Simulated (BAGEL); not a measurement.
# GeH2S (SMILES [SH][GeH]): HF/STO-3G (density fitting with qzvpp-jkfit)

Aim: the vertical ionisation energy of GeH2S at HF/STO-3G (density fitting with qzvpp-jkfit), from 2 runs. 

Program for the calculation: BAGEL 1.2.2.

3 further runs of the same task are left out: 2 that didn't finish, 1 set aside as unsound or not needed.

### 1 The molecule

GeH2S has 4 atoms, charge 0, and is taken as a singlet. SMILES: `[SH][GeH]`. The shape is that of a PBE0-D4/def2-TZVP optimisation.

Bond lengths: S1–Ge2 2.225 Å, S1–H3 1.342 Å, Ge2–H4 1.595 Å. Angles: S1–Ge2–H4 93.7°, Ge2–S1–H3 100.2°.

### 2 A single-point energy at HF/STO-3G (density fitting with qzvpp-jkfit)

Contents of input.json:

```json
{ "bagel": [

{
  "title": "molecule",
  "basis": "sto-3g",
  "df_basis": "qzvpp-jkfit",
  "angstrom": "true",
  "geometry": [
    { "atom": "S", "xyz": [   -0.443300,   -1.201800,    0.271700 ] },
    { "atom": "Ge", "xyz": [   -0.841700,    0.737900,   -0.743600 ] },
    { "atom": "H", "xyz": [    0.779200,   -0.962100,    0.771200 ] },
    { "atom": "H", "xyz": [    0.561200,    1.365900,   -0.319400 ] }
  ]
},
{
  "title": "hf"
},
{
  "title": "print",
  "file": "orbitals.molden",
  "orbitals": "true"
}

]}
```

On the command line:

```
$ BAGEL_NUM_THREADS=1 BAGEL input.json > input.out
```

The program printed:

```text
* using 1 threads per process

  ===============================================================
  ===============================================================

  *** Geometry ***

  { "atom" : "S", "xyz" : [     -0.837716,     -2.271073,      0.513439 ] },
  { "atom" : "Ge", "xyz" : [     -1.590582,      1.394429,     -1.405200 ] },
  { "atom" : "H", "xyz" : [      1.472475,     -1.818106,      1.457357 ] },
  { "atom" : "H", "xyz" : [      1.060514,      2.581177,     -0.603579 ] },

  Number of auxiliary basis functions:      430

  Since a DF basis is specified, we compute 2- and 3-index integrals:
    o Being stored without compression. Storage requirement is 0.003 GB

  Number of basis functions:       29
  Number of electrons      :       50

    * METHOD: MOLECULE                             0.10

  *** RHF ***

  === Nuclear Repulsion ===
   147.9479275507

      * DIIS with orbital gradients will be used.

  === RHF iteration (sto-3g) ===
      0      -2446.02978496          0.00692124           0.02
      1      -2446.04974702          0.00186599           0.02
      2      -2446.05142846          0.00054166           0.02
      3      -2446.05166620          0.00015601           0.02
      4      -2446.05169211          0.00003559           0.02
      5      -2446.05169346          0.00000755           0.02
      6      -2446.05169351          0.00000160           0.02
      7      -2446.05169351          0.00000054           0.02
      8      -2446.05169351          0.00000015           0.02
      9      -2446.05169351          0.00000003           0.02
     10      -2446.05169351          0.00000001           0.02
    * SCF iteration converged.

    * Permanent dipole moment:
           (   -0.353419,    -0.282950,    -0.054140) a.u.

    * METHOD: HF                                   0.26

    * METHOD: PRINT                                0.00

  ===============================================================
```

Wall time 0.52 s (1 thread of Arm Neoverse V2, shared host); peak memory 0.14 GiB.

### 3 The doublet cation

Contents of input.json:

```json
{ "bagel": [

{
  "title": "molecule",
  "basis": "sto-3g",
  "df_basis": "qzvpp-jkfit",
  "angstrom": true,
  "geometry": [
    { "atom": "S", "xyz": [      -0.443300,      -1.201800,       0.271700 ] },
    { "atom": "Ge", "xyz": [      -0.841700,       0.737900,      -0.743600 ] },
    { "atom": "H", "xyz": [       0.779200,      -0.962100,       0.771200 ] },
    { "atom": "H", "xyz": [       0.561200,       1.365900,      -0.319400 ] }
  ]
},

{
  "title": "uhf",
  "charge": 1,
  "nopen": 1
},

{
  "title": "print",
  "file": "orbitals.molden",
  "orbitals": true
}

]}
```

On the command line:

```
$ BAGEL_NUM_THREADS=1 BAGEL input.json > input.out
```

The program printed:

```text
* using 1 threads per process

  ===============================================================
  ===============================================================

  *** Geometry ***

  { "atom" : "S", "xyz" : [     -0.837716,     -2.271073,      0.513439 ] },
  { "atom" : "Ge", "xyz" : [     -1.590582,      1.394429,     -1.405200 ] },
  { "atom" : "H", "xyz" : [      1.472475,     -1.818106,      1.457357 ] },
  { "atom" : "H", "xyz" : [      1.060514,      2.581177,     -0.603579 ] },

  Number of auxiliary basis functions:      430

  Since a DF basis is specified, we compute 2- and 3-index integrals:
    o Being stored without compression. Storage requirement is 0.003 GB

  Number of basis functions:       29
  Number of electrons      :       50

    * METHOD: MOLECULE                             0.09

  *** Open-shell HF ***

  === Nuclear Repulsion ===
   147.9479275507

      * DIIS with orbital gradients will be used.

  === UHF iteration (sto-3g) ===
      0      -2445.78725320          0.01900860           0.03
      1      -2445.82919810          0.00884936           0.03
      2      -2445.83710429          0.00353797           0.03
      3      -2445.83866649          0.00109176           0.03
      4      -2445.83922640          0.00021915           0.03
      5      -2445.83937706          0.00012005           0.03
      6      -2445.83944160          0.00010668           0.03
      7      -2445.83950160          0.00007921           0.03
      8      -2445.83954401          0.00005004           0.03
      9      -2445.83957167          0.00002908           0.03
     10      -2445.83958762          0.00002172           0.03
     11      -2445.83960387          0.00001711           0.03
     12      -2445.83960634          0.00001169           0.03
     13      -2445.83960637          0.00001131           0.03
     14      -2445.83960644          0.00000430           0.03
     15      -2445.83960651          0.00000443           0.03
     16      -2445.83960648          0.00000290           0.03
     17      -2445.83960652          0.00000193           0.03
     18      -2445.83960654          0.00000074           0.03
     19      -2445.83960655          0.00000044           0.03
     20      -2445.83960655          0.00000019           0.03
     21      -2445.83960655          0.00000011           0.03
     22      -2445.83960655          0.00000010           0.03
     23      -2445.83960655          0.00000005           0.03
     24      -2445.83960655          0.00000002           0.03
     25      -2445.83960655          0.00000000           0.03
    * SCF iteration converged.

    * S^2 (UHF) is 0.7997

    * Permanent dipole moment:
           (   -0.087612,    -0.809220,     0.298843) a.u.

    * METHOD: UHF                                  0.79

    * METHOD: PRINT                                0.00

  ===============================================================
```

Run time: 1.1 s. Hardware: 1 thread of Arm Neoverse V2, shared host; peak memory 0.14 GiB.

### 4 Summary of results

At HF/STO-3G (density fitting with qzvpp-jkfit):

| quantity | value |
| --- | --- |
| singlet GeH2S: total energy | -2446.05169 Eh |
| singlet GeH2S: dipole moment | 1.16 D |
| singlet GeH2S: HOMO energy | -6.33 eV |
| singlet GeH2S: LUMO energy | 4.75 eV |
| singlet GeH2S: HOMO–LUMO gap | 11.09 eV |
| doublet cation: total energy | -2445.83961 Eh |
| doublet cation: ⟨S²⟩ | 0.800 |
| vertical ionisation energy (to the doublet cation) | 5.771 eV |

What this shows: Removing an electron at fixed nuclei costs 5.77 eV (133 kcal/mol). −ε(HOMO) before ionisation, 6.33 eV, is 0.56 eV above this ionisation energy. In a minimal basis such a difference can be off by several eV, whatever the method.
